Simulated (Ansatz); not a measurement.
# C₅H₄FN: one species, many methods

An exercise on one series of results from a longer session: the logs are not shown, and one member is left open.

Method: functionals in def2-TZVPP, the program's frozen cores in correlated methods; program: Ansatz 0.2.0, Gaussian basis.

Levels to be run: LDA (SPW92), PBE-D4, revPBE-D4, BLYP-D4, r2SCAN-D4, B97M-V, PBE0-D4, B3LYP-D4, r2SCANh-D4, r2SCAN0-D4, HSE06-D4, BHLYP-D4, CAM-B3LYP-D4, LC-ωPBE, ωB97X-V, ωB97M-V, B2PLYP, PBE-QIDH; CCSD(T)/def2-SVP; CCSD(T)/def2-TZVPP; MP2/def2-QZVPP; extrapolation to the limit; RPA on PBE.

## Structure used throughout

An earlier PBE0-D4 in a triple-zeta def2 set relaxation fixed the geometry.

SMILES `Fc1ccccn1`, 11 atoms, charge 0, spin multiplicity 1.

Atoms are counted from 1 here; the program's logs count them from 0.

Bond lengths: F1–C2 1.331 Å, C2–C3 1.387 Å, C2–N7 1.303 Å, C3–C4 1.381 Å, C3–H8 1.082 Å, C4–C5 1.389 Å, C4–H9 1.084 Å, C5–C6 1.383 Å, C5–H10 1.082 Å, C6–N7 1.333 Å, C6–H11 1.086 Å. Angles: F1–C2–C3 118.2°, F1–C2–N7 116.1°, C3–C2–N7 125.8°, C2–C3–C4 116.6°, C2–C3–H8 120.6°, C4–C3–H8 122.8°, C3–C4–C5 119.2°, C3–C4–H9 120.1°, C5–C4–H9 120.7°, C4–C5–C6 118.2°, C4–C5–H10 121.4°, C6–C5–H10 120.4°, C5–C6–N7 123.3°, C5–C6–H11 120.8°, N7–C6–H11 115.9°, C2–N7–C6 116.9°.

Set-up of the first run:

in.yaml

```yaml
crystal:
  periodic: [false, false, false]
  atoms:
    - {symbol: F, position_ang: [-0.284781, -2.720208, -0.087493]}
    - {symbol: C, position_ang: [-0.158451, -1.395579, -0.129990]}
    - {symbol: C, position_ang: [0.123369, -0.726588, 1.051881]}
    - {symbol: C, position_ang: [0.247614, 0.646793, 0.970985]}
    - {symbol: C, position_ang: [0.087627, 1.271404, -0.259544]}
    - {symbol: C, position_ang: [-0.191855, 0.483163, -1.360787]}
    - {symbol: N, position_ang: [-0.314736, -0.842506, -1.299824]}
    - {symbol: H, position_ang: [0.236386, -1.271943, 1.979320]}
    - {symbol: H, position_ang: [0.467370, 1.225670, 1.860580]}
    - {symbol: H, position_ang: [0.177525, 2.345165, -0.362150]}
    - {symbol: H, position_ang: [-0.324767, 0.927529, -2.342477]}
basis:
  gaussian: {orbitals: def2-TZVPP}
hamiltonian: {xc: lda}
output: {orbitals: {seedname: orbitals}}
```

Started as:

```sh
$ ansatz run in.yaml --threads 4 --pin off --events-out ev --progress --plain --max-ram 10444MiB
```

Steps of the session up to this table: LDA; PBE-D4 (GGA); revPBE-D4 (GGA); BLYP-D4 (GGA); r2SCAN-D4 (meta-GGA); B97M-V (meta-GGA); PBE0-D4 (hybrid); B3LYP-D4 (hybrid); r2SCANh-D4 (hybrid); r2SCAN0-D4 (hybrid); HSE06-D4 (hybrid); BHLYP-D4 (hybrid); CAM-B3LYP-D4 (range-separated); LC-ωPBE (range-separated); ωB97X-V (range-separated); ωB97M-V (range-separated); B2PLYP (double hybrid); PBE-QIDH (double hybrid).

One table of the session follows, with a row left open; its other results are not shown here.

It belongs to the step «Orbital energies across the functionals». 

| functional | HOMO (eV) | gap (eV) |
| --- | --- | --- |
| LDA (SPW92) | ? | ? |
| PBE-D4 | -6.55 | 4.55 |
| revPBE-D4 | -6.49 | 4.58 |
| BLYP-D4 | -6.43 | 4.58 |
| r2SCAN-D4 | -6.79 | 4.94 |
| B97M-V | -6.75 | 4.99 |
| PBE0-D4 | -7.65 | 6.56 |
| B3LYP-D4 | -7.44 | 6.15 |
| r2SCANh-D4 | -7.19 | 5.68 |
| r2SCAN0-D4 | -7.79 | 6.78 |
| HSE06-D4 | -7.26 | 5.79 |
| BHLYP-D4 | -8.52 | 8.46 |
| CAM-B3LYP-D4 | -8.90 | 8.90 |
| LC-ωPBE | -10.17 | 11.22 |
| ωB97X-V | -9.81 | 10.87 |
| ωB97M-V | -9.74 | 10.74 |

**Question.** Estimate the row for LDA (SPW92).

As computed: HOMO (eV): -6.69; gap (eV): 4.43. In the column «HOMO (eV)» it lies between B97M-V (-6.75) and PBE-D4 (-6.55).
